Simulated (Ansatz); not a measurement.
# Alloy of GaAs and InP (18 of 32 As sites, 18 of 32 Ga sites exchanged), 64 atoms, part 2 of 2

Ansatz 0.2.0, PAW. The steps go on from the part before.

## Step 3: HSE06 on the final geometry

Input file in.yaml:

```yaml
crystal:
  lattice:
    - [11.554062, 0.000000, 0.000000]
    - [0.000000, 11.554062, 0.000000]
    - [0.000000, 0.000000, 11.554062]
  atoms:
    - { symbol: In, position: [0.001424, 0.003699, 0.005741] }
    - { symbol: In, position: [0.997439, 0.496272, 0.997669] }
    - { symbol: In, position: [0.502933, 0.496741, 0.998801] }
    - { symbol: In, position: [0.503948, 0.504884, 0.508643] }
    - { symbol: In, position: [0.250772, 0.248772, 0.495226] }
    - { symbol: In, position: [0.249557, 0.759180, 0.005652] }
    - { symbol: In, position: [0.247462, 0.760119, 0.499688] }
    - { symbol: In, position: [0.753238, 0.245935, 0.501467] }
    - { symbol: In, position: [0.752083, 0.755573, 0.997020] }
    - { symbol: In, position: [0.251867, 0.996330, 0.750572] }
    - { symbol: In, position: [0.241752, 0.500782, 0.251242] }
    - { symbol: In, position: [0.248041, 0.491312, 0.751706] }
    - { symbol: In, position: [0.748314, 0.001994, 0.753495] }
    - { symbol: In, position: [0.756122, 0.496747, 0.246570] }
    - { symbol: In, position: [0.997743, 0.251047, 0.756784] }
    - { symbol: In, position: [0.000636, 0.758771, 0.252993] }
    - { symbol: In, position: [0.499878, 0.234821, 0.245658] }
    - { symbol: In, position: [0.507608, 0.758244, 0.746255] }
    - { symbol: Ga, position: [0.000625, 0.995213, 0.489363] }
    - { symbol: Ga, position: [0.999026, 0.498745, 0.497133] }
    - { symbol: Ga, position: [0.502957, 0.002044, 0.008062] }
    - { symbol: Ga, position: [0.498180, 0.995068, 0.491433] }
    - { symbol: Ga, position: [0.245887, 0.243697, 0.004053] }
    - { symbol: Ga, position: [0.751989, 0.243240, 0.003095] }
    - { symbol: Ga, position: [0.746009, 0.753013, 0.499096] }
    - { symbol: Ga, position: [0.253049, 0.005265, 0.249862] }
    - { symbol: Ga, position: [0.745484, 0.996221, 0.247759] }
    - { symbol: Ga, position: [0.753644, 0.509245, 0.748293] }
    - { symbol: Ga, position: [0.002953, 0.247621, 0.245764] }
    - { symbol: Ga, position: [0.995606, 0.746639, 0.749173] }
    - { symbol: Ga, position: [0.498350, 0.249989, 0.751283] }
    - { symbol: Ga, position: [0.501291, 0.765583, 0.252360] }
    - { symbol: P, position: [0.133535, 0.129517, 0.132955] }
    - { symbol: P, position: [0.119068, 0.628617, 0.123911] }
    - { symbol: P, position: [0.633620, 0.115733, 0.119629] }
    - { symbol: P, position: [0.639291, 0.631128, 0.626919] }
    - { symbol: P, position: [0.380437, 0.367727, 0.629744] }
    - { symbol: P, position: [0.380354, 0.887973, 0.133106] }
    - { symbol: P, position: [0.383565, 0.882333, 0.617184] }
    - { symbol: P, position: [0.875834, 0.358999, 0.122260] }
    - { symbol: P, position: [0.868768, 0.882203, 0.131131] }
    - { symbol: P, position: [0.374703, 0.110919, 0.374158] }
    - { symbol: P, position: [0.869862, 0.129041, 0.883669] }
    - { symbol: P, position: [0.874204, 0.626244, 0.865812] }
    - { symbol: P, position: [0.110267, 0.373517, 0.374218] }
    - { symbol: P, position: [0.131449, 0.364069, 0.885243] }
    - { symbol: P, position: [0.129361, 0.890968, 0.369709] }
    - { symbol: P, position: [0.114536, 0.868977, 0.869264] }
    - { symbol: P, position: [0.626436, 0.877700, 0.375434] }
    - { symbol: P, position: [0.617838, 0.884971, 0.884221] }
    - { symbol: As, position: [0.115016, 0.117341, 0.618287] }
    - { symbol: As, position: [0.115741, 0.622718, 0.623381] }
    - { symbol: As, position: [0.609355, 0.121493, 0.622173] }
    - { symbol: As, position: [0.620121, 0.634883, 0.131872] }
    - { symbol: As, position: [0.366925, 0.365941, 0.121364] }
    - { symbol: As, position: [0.876102, 0.387460, 0.626840] }
    - { symbol: As, position: [0.878742, 0.871439, 0.617739] }
    - { symbol: As, position: [0.380059, 0.128813, 0.885125] }
    - { symbol: As, position: [0.380369, 0.634689, 0.369813] }
    - { symbol: As, position: [0.374958, 0.629356, 0.872308] }
    - { symbol: As, position: [0.879035, 0.116826, 0.364247] }
    - { symbol: As, position: [0.875075, 0.627855, 0.384924] }
    - { symbol: As, position: [0.622047, 0.371667, 0.372772] }
    - { symbol: As, position: [0.636799, 0.369118, 0.867831] }
kpoints:
  mp_grid: { grid: [1, 1, 1] }
hamiltonian:
  xc: hse06
scf:
  occupations: { method: fermi_dirac, width: 0.01 }
output:
  forces: true
  eigenvalues: true
  populations: true
  eigenstates: { kpoints: [[0, 0, 0]], e_range: [-6.0, 6.0], localisation: true }
  write_density: true
  write_potential: true
  elf: true
  volumetric_format: npy
```

Launch:

```sh
> ansatz run in.yaml --threads 4 --pin off --max-ram 42750MiB --runs-dir r --events-out ev --progress --plain --backend cuda --devices 0, --max-vram 37GiB
```

The program printed:

```text
Pseudopotentials: kind: paw
Functional definition: HSE06
  parameter a = 0.25
  parameter omega = 0.11/bohr
  exchange = pbe_x - a*pbe_x_sr(omega) + a*exact_x_sr(omega)
  correlation = pbe_c
Crystal: 64 atoms, lattice volume = 1542.425 Å³
Basis set: ecut = 420 eV, 30095 PW (Γ), exchange–correlation on 160×160×160 points (8 copies of the dense FFT grid, shifted against one another)
Bands: 430, of which v1, the nominal top of the filled ones, is band 358 counted from 1 (357 counted from 0)
Symmetry: 1 space group operations
Space group: P1 (ITA 1), of the structure as read, at distance tolerance 1.2e-4 Å
k-points: 1
Non-local potential: In, projectors of the file, l = 0: 2, l = 1: 2, l = 2: 2, l = 3: 2
Non-local potential: Ga, projectors of the file, l = 0: 2, l = 1: 2, l = 2: 3, l = 3: 1
Non-local potential: P, projectors of the file, l = 0: 2, l = 1: 2, l = 2: 2
Non-local potential: As, projectors of the file, l = 0: 2, l = 1: 2, l = 2: 3, l = 3: 1
PAW form: soft (Blöchl's): semilocal exchange-correlation on the pseudo side does not see the compensation charge
PAW frozen core: In, regenerated for the run's functional, and the local potential with it (the file was generated under x = pbe(κ = 0.804, μ = 0.2195149727645171), c = pbe(β = 0.06672455060314922))
PAW frozen core: Ga, regenerated for the run's functional, and the local potential with it (the file was generated under x = pbe(κ = 0.804, μ = 0.2195149727645171), c = pbe(β = 0.06672455060314922))
PAW frozen core: P, regenerated for the run's functional, and the local potential with it (the file was generated under x = pbe(κ = 0.804, μ = 0.2195149727645171), c = pbe(β = 0.06672455060314922))
PAW frozen core: As, regenerated for the run's functional, and the local potential with it (the file was generated under x = pbe(κ = 0.804, μ = 0.2195149727645171), c = pbe(β = 0.06672455060314922))
PAW one-centre angular grid: In, 590 points (default); XC on 64 Gauss nodes
PAW one-centre angular grid: Ga, 590 points (default); XC on 64 Gauss nodes
PAW one-centre angular grid: P, 110 points (default); XC on 64 Gauss nodes
PAW one-centre angular grid: As, 590 points (default); XC on 64 Gauss nodes
Initial density: superposition of atomic densities (neutral atoms: chi_scale 0, normalization atom), corrected by the library's trained network
Initial wavefunctions: pseudopotential atomic-orbital guess
Functional: x = pbe(κ = 0.804, μ = 0.2195149727645171), c = pbe(β = 0.06672455060314922), warm-up for x = pbe(κ = 0.804, μ = 0.2195149727645171) + 0.25 (exact − pbe) at short range (hse, ω = 0.20786987370883472 Å⁻¹), c = pbe(β = 0.06672455060314922); HSE06 as pw.x's `hse` composes it (authors' and Libxc's form: `xc: wpbeh`)
SCF iter   1: F=—  HF=-235324.332074 eV  |F-HF|=—  |Δ(HF+E_count)|=         —  Δρ=1.74e-3  dr2=4.31e-2  ethr=1.77e-3  ⟨swp⟩=20.0  Hψ=1985  notcnv=0
preconditioner: auto → none  [insulator: Δε(μ)=0.427 eV  Ē_g=13.771 eV  σ=0.010 eV  W_gap=1.00  n_scr=364 (ndim 8)  ℏωp=22.7 eV  f_vac=0.043  D(μ)=0.00/eV (n_scr^D=0)]
SCF iter   2: F=—  HF=-235324.338160 eV  |F-HF|=—  |Δ(HF+E_count)|=   6.09e-3  Δρ=7.10e-4  dr2=1.39e-2  ethr=6.02e-6  ⟨swp⟩=15.0  Hψ=1775  notcnv=0  defer=18
SCF iter   3: F=—  HF=-235324.337269 eV  |F-HF|=—  |Δ(HF+E_count)|=   8.91e-4  Δρ=4.12e-4  dr2=5.09e-3  ethr=1.94e-6  ⟨swp⟩=8.0  Hψ=1267  notcnv=0  defer=21
SCF iter   4: F=—  HF=-235324.337248 eV  |F-HF|=—  |Δ(HF+E_count)|=   2.11e-5  Δρ=2.42e-4  dr2=1.93e-3  ethr=7.11e-7  ⟨swp⟩=16.0  Hψ=1303  notcnv=0  defer=12
iter 5 solved again at ethr=2.53e-8 eV; its pass at ethr=2.69e-7 eV (dr2=1.81e-4 eV) is discarded
SCF iter   5: F=—  HF=-235324.337109 eV  |F-HF|=—  |Δ(HF+E_count)|=   1.39e-4  Δρ=1.17e-4  dr2=2.13e-4  ethr=2.53e-8  ⟨swp⟩=7.0  Hψ=1958  notcnv=0  defer=9
eigensolver tolerance schedule calibrated: the retry pair's looser diagonalisation under-reported the residual by θ = 0.15 (0.15/decade); ethr = c·dr2/N_el runs at the constant in force after the calibration composes with the one it found (an armed cap, an earlier calibration), c = 4.7e-2
SCF iter   6: F=—  HF=-235324.337146 eV  |F-HF|=—  |Δ(HF+E_count)|=   3.69e-5  Δρ=4.32e-5  dr2=2.24e-5  ethr=1.40e-8  ⟨swp⟩=7.0  Hψ=994  notcnv=0  defer=8
SCF iter   7: F=-235324.337158 eV  HF=-235324.337163 eV  |F-HF|=4.51e-6  |Δ(HF+E_count)|=   1.74e-5  Δρ=1.42e-5  dr2=9.10e-6  ethr=1.47e-9  ⟨swp⟩=7.0  Hψ=1216  notcnv=0  defer=8
SCF 1 stopped early in 7 iterations: F = -235324.337158 eV  dr2 = 9.10e-6
Initial density: handed on by an earlier stage of this run
Initial wavefunctions: those handed on with the density
Functional: x = pbe(κ = 0.804, μ = 0.2195149727645171) + 0.25 (exact − pbe) at short range (hse, ω = 0.20786987370883472 Å⁻¹), c = pbe(β = 0.06672455060314922); HSE06 as pw.x's `hse` composes it (authors' and Libxc's form: `xc: wpbeh`)
Exchange kernel: α = 0.2500, screened, ω = 0.2079 Å⁻¹, Wigner–Seitz truncation, v(0) = 966.6140 eV·Å³, q-mesh 1×1×1, nearest image of the exchange supercell L = 11.55 Å, pair-density grid 54×54×54, without the augmentation charges, whose exchange is taken in its separable form (sized by the pseudopotential files, 80×80×80 at the most)
Frozen-core exchange: fock
SCF iter   1: F=—  HF=-235431.141073 eV  |F-HF|=—  |Δ(HF+E_count)|=         —  Δρ=9.12e-3  dr2=5.66e-1  ethr=1.27e-8  ⟨swp⟩=20.0  Hψ=3265  notcnv=2
preconditioner: auto → none  [insulator: Δε(μ)=1.207 eV  Ē_g=16.057 eV  σ=0.010 eV  W_gap=1.00  n_scr=364 (ndim 8)  ℏωp=22.7 eV  f_vac=0.044  D(μ)=0.00/eV (n_scr^D=0)]
SCF iter   2: F=—  HF=-235430.829699 eV  |F-HF|=—  |Δ(HF+E_count)|=   3.11e-1  Δρ=2.32e-3  dr2=8.02e-2  ethr=1.27e-8  ⟨swp⟩=6.0  Hψ=2211  notcnv=0
[... 3 lines left out ...]
SCF iter   6: F=—  HF=-235431.050647 eV  |F-HF|=—  |Δ(HF+E_count)|=   3.14e-3  Δρ=1.16e-4  dr2=1.23e-3  ethr=1.27e-8  ⟨swp⟩=5.0  Hψ=1758  notcnv=0
SCF iter   7: F=—  HF=-235431.056075 eV  |F-HF|=—  |Δ(HF+E_count)|=   5.43e-3  Δρ=1.84e-4  dr2=7.12e-4  ethr=1.27e-8  ⟨swp⟩=6.0  Hψ=1719  notcnv=0
SCF iter   8: F=-235431.055834 eV  HF=-235431.055852 eV  |F-HF|=1.81e-5  |Δ(HF+E_count)|=   2.23e-4  Δρ=3.31e-5  dr2=4.04e-5  ethr=1.27e-8  ⟨swp⟩=5.0  Hψ=1190  notcnv=0
SCF 2 stopped early in 8 iterations: F = -235431.055834 eV  dr2 = 4.04e-5
  Residual-converged pass: ⟨swp⟩=4.0  Hψ=1259  notcnv=0  max |occ|·‖R‖ = 6.2e-6 eV (tolerance 6.7e-6 eV)  dr2=4.06e-5  dr2_onsite=2.68e-6  max |Δocc| = 0.0e0
hybrid outer 1: dexx = +2.662e-1 eV, tail = 8.07e-4 eV
SCF iter   1: F=—  HF=-235431.053071 eV  |F-HF|=—  |Δ(HF+E_count)|=         —  Δρ=5.23e-5  dr2=5.50e-5  ethr=5.64e-7  ⟨swp⟩=14.0  Hψ=1104  notcnv=0
preconditioner: auto → none  [insulator: Δε(μ)=1.266 eV  Ē_g=15.963 eV  σ=0.010 eV  W_gap=1.00  n_scr=364 (ndim 8)  ℏωp=22.7 eV  f_vac=0.045  D(μ)=0.00/eV (n_scr^D=0)]
SCF iter   2: F=—  HF=-235431.053077 eV  |F-HF|=—  |Δ(HF+E_count)|=   5.84e-6  Δρ=2.30e-5  dr2=1.01e-5  ethr=3.08e-9  ⟨swp⟩=4.0  Hψ=1517  notcnv=0
SCF iter   3: F=—  HF=-235431.053096 eV  |F-HF|=—  |Δ(HF+E_count)|=   1.88e-5  Δρ=1.76e-5  dr2=9.31e-6  ethr=4.77e-10  ⟨swp⟩=7.0  Hψ=1467  notcnv=0  defer=7
SCF iter   4: F=—  HF=-235431.053094 eV  |F-HF|=—  |Δ(HF+E_count)|=   1.58e-6  Δρ=4.82e-6  dr2=2.81e-6  ethr=4.77e-10  ⟨swp⟩=7.0  Hψ=979  notcnv=0
SCF iter   5: F=—  HF=-235431.053094 eV  |F-HF|=—  |Δ(HF+E_count)|=   5.70e-7  Δρ=2.68e-6  dr2=1.68e-7  ethr=1.64e-10  ⟨swp⟩=6.0  Hψ=935  notcnv=0
SCF iter   6: F=—  HF=-235431.053094 eV  |F-HF|=—  |Δ(HF+E_count)|=   4.58e-7  Δρ=2.10e-6  dr2=1.46e-7  ethr=7.05e-12  ⟨swp⟩=8.0  Hψ=1512  notcnv=0  defer=14
SCF iter   7: F=-235431.053094 eV  HF=-235431.053094 eV  |F-HF|=9.43e-9  |Δ(HF+E_count)|=   3.51e-8  Δρ=4.87e-7  dr2=1.29e-8  ethr=7.05e-12  ⟨swp⟩=7.0  Hψ=1001  notcnv=0  defer=4
SCF 3 converged in 7 iterations: F = -235431.053094 eV  dr2 = 1.29e-8
  Residual-converged pass: ⟨swp⟩=3.0  Hψ=884  notcnv=0  max |occ|·‖R‖ = 2.3e-6 eV (tolerance 2.5e-6 eV)  dr2=1.32e-8  dr2_onsite=1.23e-9  max |Δocc| = 0.0e0
[... from here the SCF cycle lines were not kept, up to the last twenty ...]
hybrid outer 2: dexx = +2.124e-5 eV, tail = 3.27e-7 eV, Δε = 4.14e-3 eV (about 1.15e-4 eV left of the loop's levels), ΔF = 6.87e-3 eV/Å (tail 8.48e-4)
NSCF: frozen V_eff on 1 k-points
hybrid SCF converged: 2 outer / 15 inner (+7 warm-up), last move |dexx| = 2.12e-5 eV, tail = 3.27e-7 eV
Stability not checked: this state was not tested for a lower state beside it, because the functional holds exact exchange (a hybrid, or Hartree-Fock), whose exchange loop this test does not read (fock_operator; see scf.lower_state_search)
Free energy (F): -235431.053092 eV
Harris-Foulkes:  -235431.053092 eV  (|F-HF|=9.43e-9)
Internal energy: -235431.053092 eV  (E = F + TS)
E sigma→0 (E₀):  -235431.053092 eV
Fermi energy:    7.756010 eV
--- Per-component energies (eV) ---
  E_band       = -6947.971156
  E_kinetic    = 8704.003529
  E_local      = -86277.381959  (includes V_loc(G=0)·N_el)
  E_nonlocal   = 3802.998357
  E_hartree    = 40750.097591
  E_xc         = -5643.156439
  E_vxc        = -3848.774095  (∫ρ·V_xc dr)
  E_exx        = -2260.700012  (= α·E_x^exact, valence–valence)
  E_paw        = -137891.802688  (= ΣΔE_a)
  E_vpaw       = -6307.607545  (= ΣTr[D̂ρ^β])
  E_aug_tail   = -0.001017  (compensation charges beyond the density's cutoff)
  E_ewald      = -56613.878847
  E_core_change = -1.231591  (= ΣΔE_core)
  E_smearing   = -0.000000  (= −TS)
  E_closure    = -0.000018  (closes the sum)
  Σ components = -235431.053092   (vs F -235431.053092, Δ=0.00e0)
--- Forces (eV/Å), atoms counted from 1 ---
  atom   1  In    -0.02249797    -0.02384232    -0.03818793
  atom   2  In    -0.01889150    -0.00913919    -0.00529273
  atom   3  In    -0.04821924     0.00766910     0.00012071
  atom   4  In    -0.00497629    -0.04632308    -0.07017611
  atom   5  In    -0.04581365    -0.06070726     0.01211421
  atom   6  In    -0.02343604    -0.05337760    -0.04606824
  atom   7  In     0.01004641    -0.05285308    -0.02941516
  atom   8  In    -0.04918959     0.01360518    -0.03484945
  atom   9  In    -0.04866744    -0.02307556     0.02345507
  atom  10  In    -0.03775966     0.01395908    -0.01026922
  atom  11  In     0.01857992    -0.00873375    -0.04714376
  atom  12  In    -0.00557028     0.02289403    -0.03257438
  atom  13  In    -0.03656300     0.00248042    -0.04631911
  atom  14  In    -0.05726337    -0.00821090     0.03897611
  atom  15  In    -0.01039180    -0.06183496    -0.05060507
  atom  16  In    -0.02490019    -0.02233464    -0.03023960
  atom  17  In    -0.01105148     0.04566474     0.00584851
  atom  18  In    -0.06813528    -0.01510653     0.01566518
  atom  19  Ga    -0.04308266     0.03912131     0.03383977
  atom  20  Ga    -0.03370281     0.00293558     0.02565832
  atom  21  Ga     0.01374998     0.01012713    -0.04369977
  atom  22  Ga    -0.02036209     0.04207013     0.05984879
  atom  23  Ga     0.03573535     0.03215251    -0.01220480
  atom  24  Ga    -0.00202664    -0.01815931    -0.02956405
  atom  25  Ga     0.07071014    -0.00202160     0.00647732
  atom  26  Ga     0.00560170    -0.02500609     0.02340631
  atom  27  Ga     0.06168881     0.02615332     0.00007852
  atom  28  Ga    -0.00210543    -0.06179732    -0.03139501
  atom  29  Ga    -0.07151922     0.00029489     0.03273170
  atom  30  Ga    -0.01092150    -0.00855545    -0.03993940
  atom  31  Ga     0.04311323    -0.01478427    -0.03010737
  atom  32  Ga     0.00668262    -0.08284388     0.00290758
  atom  33  P     -0.04682259    -0.05396811    -0.02718761
  atom  34  P      0.02785329     0.02960508     0.02286902
  atom  35  P      0.01844626     0.00068461     0.00503127
  atom  36  P     -0.03076572    -0.02972509    -0.00583444
  atom  37  P      0.00759851     0.00292843     0.00104340
  atom  38  P     -0.03923163    -0.02394455    -0.03180241
  atom  39  P      0.00186216    -0.01092175     0.01199527
  atom  40  P      0.06432725     0.02616901     0.05257531
  atom  41  P      0.02515085     0.00322835    -0.00428549
  atom  42  P      0.02786317     0.03451913     0.03378612
  atom  43  P      0.00006431     0.00448913     0.00972848
  atom  44  P      0.05186903     0.06172976     0.04095861
  atom  45  P      0.02225720     0.03271667     0.00404798
  atom  46  P     -0.00399430     0.00384173     0.00710599
  atom  47  P     -0.00852559    -0.01578789    -0.01749627
  atom  48  P      0.05472623     0.04119878     0.07555526
  atom  49  P     -0.01730362    -0.01996592    -0.02374368
  atom  50  P      0.01980062     0.00892472     0.00758938
  atom  51  As     0.06949052     0.07355766     0.04181708
  atom  52  As     0.06064626     0.04513945     0.04500536
  atom  53  As     0.04119958     0.04445191     0.05312877
  atom  54  As    -0.00212528     0.01054510    -0.00556005
  atom  55  As     0.03599759     0.07601152     0.05707933
  atom  56  As    -0.02612090    -0.01045192    -0.01270074
  atom  57  As     0.00896475     0.01781145     0.02352782
  atom  58  As    -0.03039530    -0.06178298    -0.03850064
  atom  59  As     0.00475687     0.00432459     0.00525403
  atom  60  As     0.02743521     0.03229999     0.02615487
  atom  61  As     0.03413271     0.01394131     0.00541022
  atom  62  As    -0.00878364    -0.02860165    -0.03410383
  atom  63  As     0.03261174     0.01776988     0.03482479
  atom  64  As     0.00808167     0.00901044    -0.01615702
  max |Σ_I F_I| component: 1.93e-4 eV/Å
--- Band table (eV) ---
  k-point 0: bands = [... 346 lower levels ..., "5.9886", "6.0204", "6.0501", "6.0763", "6.1120", "6.1564", "6.1713", "6.1988", "6.2435", "7.0700", "7.0961", "7.1225", "8.3888", "8.9533", "9.0317", "9.0623", "9.1296", "9.2157", "9.2781", "9.3240", "9.6519", "9.6946", "9.7457", "9.9333", ... 60 higher levels ...]
--- Löwdin populations: 64 sites ---
  site symbol       q [e]
     0     In     12.6330
     1     In     12.6255
[... 62 atoms left out ...]
  spilling = 0.001938 (of n_electrons = 716.000000)
```

Wall time 62 s (1 × NVIDIA H100 80GB HBM3 with 4 threads of AMD EPYC 7R13, shared host); peak host memory 4.6 GiB.

At the Γ point alone the filled levels end at 7.122 eV and the empty ones begin at 8.389 eV, a spacing of 1.27 eV.

The states next to the gap (eigenstates.tsv), from the top filled level:

```
level (eV)  spin  filling  atoms sharing it  main element  its share  largest atom
     -0.05  both     2.00              46.0            As       0.39             –
     -0.03  both     2.00              44.4            As       0.40             –
      0.00  both     2.00              40.6            As       0.43             –
      1.27  both     0.00              51.0            Ga       0.33             –
      1.83  both     0.00              51.8            Ga       0.33             –
```

The largest force by HSE06 is 0.11 eV/Å, on As51: the geometry is not this level's minimum.

Density in a lattice plane of the grid's cell (edges 11.55 and 11.55 Å, at 0.002 of the third edge), which holds In and Ga.

Ten even steps from '0' (0.01 e/Å³) to '9' (45.35 e/Å³):
```
000000000000000000000000
000000000000000000000000
000000000000000000000000
000000000000000000000000
000001210000000001210000
000000000000000000000000
000000000000000000000000
000000000000000000000000
000000000000000000000000
810000000001910000000001
100000000000100000000000
000000000000000000000000
000000000000000000000000
000000000000000000000000
000000810000000001800000
000000000000000000000000
000000000000000000000000
000000000000000000000000
100000000000100000000000
210000000000910000000001
```
Columns run along the first of these edges and rows up along the second, over one cell in 24 and 20 even steps from the bottom left corner. Atoms in the plane (fractional): In at (0.00, 0.01), In at (0.25, 0.75), In at (0.75, 0.75), Ga at (0.00, 0.49), Ga at (0.50, 0.01), Ga at (0.50, 0.49), Ga at (0.25, 0.25), Ga at (0.75, 0.25).

ELF in the same plane.

Ten even steps from '0' (0.00) to '9' (0.67):
```
232310012553235520002433
236631146775358873136763
136652236852136863236742
002433133420002432133310
001231003210001230013210
013533133530014533233420
147973236862147973236751
469874136885368863135764
236631002553235520002443
113300000331113300000331
124520013642124520002542
349973137995347752136895
237995359974225774358885
003653135631002543236641
000231113310000330113310
001443135631002542134420
125774359984225895347863
235752136895348984126873
123420002542124641002432
003200000331203310000231
```
Columns run along the first of these edges and rows up along the second, over one cell in 24 and 20 even steps from the bottom left corner. Atoms in the plane (fractional): In at (0.00, 0.01), In at (0.25, 0.75), In at (0.75, 0.75), Ga at (0.00, 0.49), Ga at (0.50, 0.01), Ga at (0.50, 0.49), Ga at (0.25, 0.25), Ga at (0.75, 0.25).

Both are smooth fields of the valence electrons: close to the nuclei they are not physical.

Outside the cores ELF peaks at 0.93 on the P–Ga line, 0.9 Å from P; 0.92 on the P–In line, 0.9 Å from P; 0.82 on the As–Ga line, 1.2 Å from As.

## Step 4: Results

This closing draws on all 2 parts. Changes of volume or cell count from the first structure of part 1.

| level | time | k points | top filled to lowest empty (eV) |
| --- | --- | --- | --- |
| PBEsol, relaxation | 14 s (GPU) | (¼, ¼, ¼) | 1.31 |
| HSE06 | 62 s (GPU) | Γ | 1.27 |

```
     quantity                                                                         value
   relaxation                                              6 recorded steps, 3.67 eV gained
largest shift                                                0.21 Å (As53 and others alike)
 relaxed cell  a = 11.554 Å, b = 11.554 Å, c = 11.554 Å, α = 90.00°, β = 90.00°, γ = 90.00°
   mean bonds                            As–Ga 2.469, As–In 2.601, Ga–P 2.394, In–P 2.538 Å
```

**In words.** The relaxation lowers the energy by 3.67 eV; the largest shift is 0.21 Å (As53 and others alike), while the volume changes by -0.3 %. The mean lengths of the listed bonds run from Ga–P 2.39 Å to As–In 2.60 Å. Rows on different k points differ by sampling as well as by level. Spin–orbit coupling is left out, which matters for the band edges of the heavier elements here. With one k point the spacing samples only the states that fold onto it, so it can exceed the gap over the zone.
